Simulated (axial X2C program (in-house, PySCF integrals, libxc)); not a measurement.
**GeCl⁺: properties at the nuclei**

Aim: properties at the nuclei of GeCl⁺, with spin–orbit coupling in the Hamiltonian from the start.

Method: two-component X2C with atomic mean-field terms, Ge dyall-cv3z, Cl dyall-av3z; program: an in-house X2C program for linear molecules on PySCF integrals.

All values are calculated.

### Step 1. Set-up

Contents of task.json:

```json
{
 "zs": [
  32,
  17
 ],
 "q": 1,
 "bas": [
  "dyall-cv3z",
  "dyall-av3z"
 ],
 "r0": 2.2,
 "levels": [
  "PBE0",
  "HF",
  "BHandHLYP",
  "PBE50",
  "TPSSh"
 ],
 "nst": 3
}
```

Keys: zs atomic numbers; q charge; bas basis sets; r0 starting distance in Å; levels methods (HF also brings MP2); nst determinants followed.

On the command line:

```bash
> python soeom.py task.json out
```

Nuclei are Gaussian, cores are contracted, and the Gaunt term is on.

### Step 2. Expectation values, lowest determinant

R = 2.065 Å. State: Ω = 0 (closed shell).

Output of the PBE0 run:

```text
two-component X2C + atomic mean field  PBE0
basis functions 170  fitting functions 923  grid points 5078
iter        total energy     max residual
   1      -2559.096771388     3.13e-05
   2      -2559.096771388     8.01e-06
converged
one-electron -3822.44953206  Coulomb 1232.67691212  exact exchange -26.48066865  xc functional -81.45205128  nuclear repulsion 139.40552191  atomic mean-field constant -0.79695343
```

The highest occupied spinor is 43% Cl p, 30% Ge p, 21% Ge s.

```csv
level,qzz Ge (a.u.),qzz Cl (a.u.)
PBE0,-4.10,1.02
HF,-4.57,1.27
BHandHLYP,-4.27,1.10
PBE50,-4.32,1.16
TPSSh,-4.00,0.98
```

qzz is the electric field gradient, eQq0 = 234.96 MHz × Q/barn × qzz. The operators were transformed with the bare-nucleus X2C matrices.

### Step 3. Summary of results

| quantity | value |
| --- | --- |
| lowest determinant | Ω = 0 (closed shell) |
| qzz Ge (a.u.), PBE0 | -4.10 |
| qzz Cl (a.u.), PBE0 | 1.02 |

In words: The expectation values come from single determinants, which for open shells can mix terms of unlike spin or miss the lowest Ω, so a determinant need not be a state. qzz is the electric field gradient, eQq0 = 234.96 MHz × Q/barn × qzz. The operators were transformed with the bare-nucleus X2C matrices.
